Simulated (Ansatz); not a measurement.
# CH6Sn: the cost of one run

Method: PBE0-D4/def2-TZVP structures, single points in def2-TZVPP, no counterpoise correction; program: Ansatz 0.2.0, Gaussian basis.

Levels: SPW92, PBE-D4, BLYP-D4, r2SCAN-D4, B97M-V, PBE0-D4, B3LYP-D4, r2SCAN0-D4, BHLYP-D4, CAM-B3LYP-D4, wB97X-V, wB97M-V, B2PLYP, PBE-QIDH, RPA on PBE, Hartree-Fock, MP2, CCSD, CCSD(T).

Correlated methods freeze the cores. Filled d shells of the heavier atoms are correlated. Core potentials replace the inner electrons past krypton, and spin-orbit coupling is left out. B3LYP uses VWN-RPA correlation. B2PLYP carries no dispersion term here.

88 further runs of the same task are left out: 88 set aside as unsound or not needed.

**1. Starting geometry**

The complex: 12 atoms, charge 0, spin multiplicity 1.

Atoms are counted from 1 here; the program's logs count them from 0.

Bond lengths: Sn1–H3 1.723 Å, Sn1–H4 1.709 Å, Sn1–H5 1.709 Å, Sn1–C7 2.136 Å, N2–H6 1.013 Å, N2–H8 1.013 Å, N2–H9 1.013 Å, C7–H10 1.090 Å, C7–H11 1.088 Å, C7–H12 1.090 Å. Angles: H3–Sn1–H4 106.6°, H3–Sn1–H5 106.6°, H3–Sn1–C7 107.9°, H4–Sn1–H5 110.4°, H4–Sn1–C7 112.4°, H5–Sn1–C7 112.5°, H6–N2–H8 107.1°, H6–N2–H9 107.3°, H8–N2–H9 107.1°, Sn1–C7–H10 110.0°, Sn1–C7–H11 108.8°, Sn1–C7–H12 110.0°, H10–C7–H11 109.7°, H10–C7–H12 108.8°, H11–C7–H12 109.6°.

Coordinates:

```mol
CH9NSn
  3D, bonds by distance, orders not assigned

 12 10  0  0  0  0  0  0  0  0999 V2000
   -1.2376    0.2406   -0.6671 Sn  0  0
    0.6406   -0.8308    1.7862 N   0  0
   -2.3837    0.7662   -1.8415 H   0  0
   -1.6118    1.0634    0.7835 H   0  0
   -1.4712   -1.4411   -0.4737 H   0  0
    1.5583   -1.2592    1.7661 H   0  0
    0.7135    0.7168   -1.3950 C   0  0
   -0.0114   -1.5395    2.1003 H   0  0
    0.6612   -0.1092    2.4967 H   0  0
    0.7981    1.7913   -1.5592 H   0  0
    1.4490    0.4000   -0.6579 H   0  0
    0.8950    0.2015   -2.3385 H   0  0
  1  3  8  0
  1  4  8  0
  1  5  8  0
  1  7  8  0
  2  6  8  0
  2  8  8  0
  2  9  8  0
  7 10  8  0
  7 11  8  0
  7 12  8  0
M  END
```

Its parts: CH6Sn holds atoms 1, 3, 4, 5, 7, 10, 11, 12; NH3 holds atoms 2, 6, 8, 9. Each part counts its atoms afresh in its own runs.

**2. Relaxing CH6Sn alone**

relax-a/in.yaml reads:

```yaml
crystal:
  periodic: [false, false, false]
  atoms:
    - {symbol: Sn, position_ang: [-1.237570, 0.240578, -0.667133]}
    - {symbol: H, position_ang: [-2.383735, 0.766235, -1.841501]}
    - {symbol: H, position_ang: [-1.611775, 1.063398, 0.783501]}
    - {symbol: H, position_ang: [-1.471216, -1.441121, -0.473712]}
    - {symbol: C, position_ang: [0.713541, 0.716772, -1.394952]}
    - {symbol: H, position_ang: [0.798071, 1.791280, -1.559235]}
    - {symbol: H, position_ang: [1.448968, 0.400001, -0.657855]}
    - {symbol: H, position_ang: [0.895039, 0.201516, -2.338497]}
basis:
  gaussian: {orbitals: def2-TZVP}
hamiltonian: {xc: pbe0, dispersion: d4}
relax: {f_tol: 0.005, max_steps: 200}
```

Started as:

```sh
ansatz run in.yaml --threads 4 --pin off --events-out ev --progress --plain --max-ram 9574MiB
```

**Question.** How long does this run take on 4 threads of Arm Neoverse V2, shared host?

About 6 s.
